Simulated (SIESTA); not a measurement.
The system is TaAs.

```
Ta As
1.0
    -1.72181    1.72181    5.86794
     1.72181   -1.72181    5.86794
     1.72181    1.72181   -5.86794
Ta As
2 2
Direct
  0.49997 0.49997 0.00000
  0.24997 0.74997 0.50000
  0.08263 0.08263 0.00000
  0.83263 0.33263 0.50000
```

The cell is a database's computed one.

Base run:

* Program: SIESTA 5.4.2
* Functional: PBEsol
* Potentials or basis: PseudoDojo 0.4 standard (PBEsol files)
* Basis: DZP (energy shift 0.003 Ry; two zetas on semicore shells)
* Grid cutoff: 800 Ry
* Energy shift: 0.003 Ry
* k mesh: 8 × 8 × 8
* Occupations: fermi-dirac, width 0.05 eV
* Spin: no spin polarisation
* Hubbard terms: Ta d U = 4 eV

Its results: band gap on the k mesh none (metal or under the smearing width); pressure 1.4 GPa; largest force 0.072 eV/Å.

Question: The run is repeated on the same cell with these changes: hubbard terms from Ta d U = 4 eV to none. What comes out?

Answer: Band gap on the k mesh none (metal or under the smearing width); pressure -1.6 GPa; largest force 0.055 eV/Å.

Caveats: short orbitals over semicore shells can move pressures by several GPa; the basis of atomic orbitals isn't converged, which shifts pressures, moduli and gaps; U without spin polarisation on a metal has little footing (some runs); the U is typed as a test and isn't derived for this compound (some runs).
